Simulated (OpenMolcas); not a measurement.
# Ir⁵⁺ among point charges: CASSCF and CASPT2 levels and susceptibility

Aim: the splitting of the states of Ir⁵⁺ in the field of 6 point charges, its lowest levels with spin-orbit coupling and its magnetic susceptibility.

The numbers are computed with OpenMolcas 26.06 (state-averaged CASSCF and CASPT2, spin-orbit coupling by RASSI with atomic mean-field integrals), except any that are marked as measured or tabulated.

## Step 1: The atom as given

* Species: Ir⁵⁺ (iridium, Z = 77, 72 electrons)
* Basis: ANO-RCC-VDZP [7s6p4d2f], 59 functions
* Scalar Hamiltonian: DKH2, point nucleus
* Inactive shells: 1s 2s 2p 3s 3p 3d 4s 4p 4d 4f 5s 5p
* Active space: 4 electrons in 5 orbitals (5d)
* Some configurations of this space: 5d4
* Orbitals: optimised for each spin and parity, averaged over all roots

The outer shells:

5d4
```
5d [↑ ][↑ ][↑ ][↑ ][  ]
```

The ion sits among 6 point charges of -0.85 e arranged as an octahedron (Oh), 2.27 Å from the ion.

The work runs as a chain of OpenMolcas steps in one folder; each step below is one input file. Labels, J, g values, rates, χT and fits are worked out afterwards by a script from the matrices that RASSI stores. The input lists half of the charges; inversion (Group=XYZ) makes the rest.

## Step 2: One- and two-electron integrals

Input file a.inp:

```
&GATEWAY
Coord
1

Ir 0.0 0.0 0.0
Basis=ANO-RCC-VDZP
Group=XYZ
NoMove
AngMom=0.0 0.0 0.0
AMFI
XField
3 Angstrom 0
2.270000 0.000000 0.000000 -0.850000
0.000000 2.270000 0.000000 -0.850000
0.000000 0.000000 2.270000 -0.850000
&SEWARD
```

The run is started by

```bash
> OMP_NUM_THREADS=1 MOLCAS_MEM=1689 MOLCAS_PROJECT=a pymolcas a.inp > a.log
```

## Step 3: CASSCF: quintets of even parity, 5 roots

Input file a.inp:

```
&RASSCF
FileOrb=start.orb
Symmetry=1
Spin=5
nActEl=4 0 0
Inactive=15 19
Ras2=5 0
CIRoot=5 5 1
SDav=5
CIMx=300
Iter=120 100
PrWF=0.3
OrbListing=Nothing
MaxOrb=0
>>> COPY $Project.JobIph JOB001
```

start.orb holds the contracted functions of the basis, ordered by shell, or the orbitals of the step before.

## Step 4: Reference wave functions, triplets of even parity, 45 roots

Input file a.inp:

```
&RASSCF
FileOrb=start.orb
Symmetry=1
Spin=3
nActEl=4 0 0
Inactive=15 19
Ras2=5 0
CIRoot=45 45 1
SDav=45
CIMx=300
Iter=120 100
PrWF=0.3
OrbListing=Nothing
MaxOrb=0
>>> COPY $Project.JobIph JOB002
```

## Step 5: Reference wave functions, singlets of even parity, 50 roots

Input file a.inp:

```
&RASSCF
FileOrb=start.orb
Symmetry=1
Spin=1
nActEl=4 0 0
Inactive=15 19
Ras2=5 0
CIRoot=50 50 1
SDav=50
CIMx=300
Iter=120 100
PrWF=0.3
OrbListing=Nothing
MaxOrb=0
>>> COPY $Project.JobIph JOB003
```

## Step 6: RASSI: spin-orbit coupling between the states

Input file a.inp:

```
&RASSI
NrOfJobIphs=3 5 45 50
1 2 3 4 5
1 2 3 4 5 6 7 8 9 10 11 12 13 14 15 16 17 18 19 20 21 22 23 24 25 26 27
28 29 30 31 32 33 34 35 36 37 38 39 40 41 42 43 44 45
1 2 3 4 5 6 7 8 9 10 11 12 13 14 15 16 17 18 19 20 21 22 23 24 25 26 27
28 29 30 31 32 33 34 35 36 37 38 39 40 41 42 43 44 45 46 47 48 49 50
IphNames
JOB001
JOB002
JOB003
EJob
SpinOrbit
DIPRint=1.0
SOCoupling=1000.0
Subsets=2
Property=9
'ANGMOM' 1 'ANGMOM' 2 'ANGMOM' 3 'MLTPL  1' 1 'MLTPL  1' 2 'MLTPL  1' 3
'AMFI' 1 'AMFI' 2 'AMFI' 3
SOProperty=3
'ANGMOM' 1 'ANGMOM' 2 'ANGMOM' 3
```

## Step 7: CASPT2: IPEA 0.25, imaginary shift 0.1 (closed shells correlated: 5s 5p)

Input file a.inp:

```
>>> COPY JOB001 $Project.JobIph
&CASPT2
Multistate=5 1 2 3 4 5
NoMult
Frozen=14 16
IPEA=0.25
Imaginary=0.1
MaxIter=60
WThr=0.0 0.3 0.05
PrWF=0.5
NoMix
>>> COPY JOB002 $Project.JobIph
&CASPT2
Multistate=45 1 2 3 4 5 6 7 8 9 10 11 12 13 14 15 16 17 18 19 20 21 22
23 24 25 26 27 28 29 30 31 32 33 34 35 36 37 38 39 40 41 42 43 44 45
NoMult
Frozen=14 16
IPEA=0.25
Imaginary=0.1
MaxIter=60
WThr=0.0 0.3 0.05
PrWF=0.5
NoMix
>>> COPY JOB003 $Project.JobIph
&CASPT2
Multistate=50 1 2 3 4 5 6 7 8 9 10 11 12 13 14 15 16 17 18 19 20 21 22
23 24 25 26 27 28 29 30 31 32 33 34 35 36 37 38 39 40 41 42 43 44 45 46
47 48 49 50
NoMult
Frozen=14 16
IPEA=0.25
Imaginary=0.1
MaxIter=60
WThr=0.0 0.3 0.05
PrWF=0.5
NoMix
```

(Steps that only read results are left out.)

**Question.** What will these runs give? Wanted: spin-free ground state; first state of the same spin within the active space; lowest level; next level.

As calculated:

| quantity | value |
| --- | --- |
| method | SS-CASPT2, IPEA 0.25, imaginary shift 0.1 (closed shells correlated: 5s 5p) |
| spin-free ground state | 5E, 2-fold in its orbital part |
| first state of the same spin within the active space | 5T2 at 1880 cm⁻¹ |
| lowest level | 1-fold A1 |
| next level | 5889.2 cm⁻¹ |
| χT at 300 K | 0.04 cm³ K/mol |
| effective moment at 300 K | 0.57 μB |

Cost by method:

| method | time of its own steps | time with the reference |
| --- | --- | --- |
| A. CASSCF | 19 s | 19 s |
| B. SS-CASPT2, IPEA 0.25, imaginary shift 0.1, +5s 5p | 6 s | 25 s |

Times are of one thread on a shared host.

In words: The spin-free ground state (5E) comes to 100 % from free-ion D terms and keeps the highest spin of the shell. χT at 300 K is 0.04, against 3.01 cm³ K/mol for the spin alone, so spin-orbit coupling lowers it. An active space of the d shell alone favours high spin; real ions in strong fields can be low spin. CASPT2 does not keep the components of a term degenerate, and the means are used. An orbital doublet at a regular site is open to a Jahn-Teller distortion, which this geometry leaves out. The field of point charges can differ much from that of real complexes. With metal d orbitals alone active, the gaps between spin states are rough; where two lie within a few thousand cm-1, their order is open. This is an electrostatic model: the charges have no orbitals.
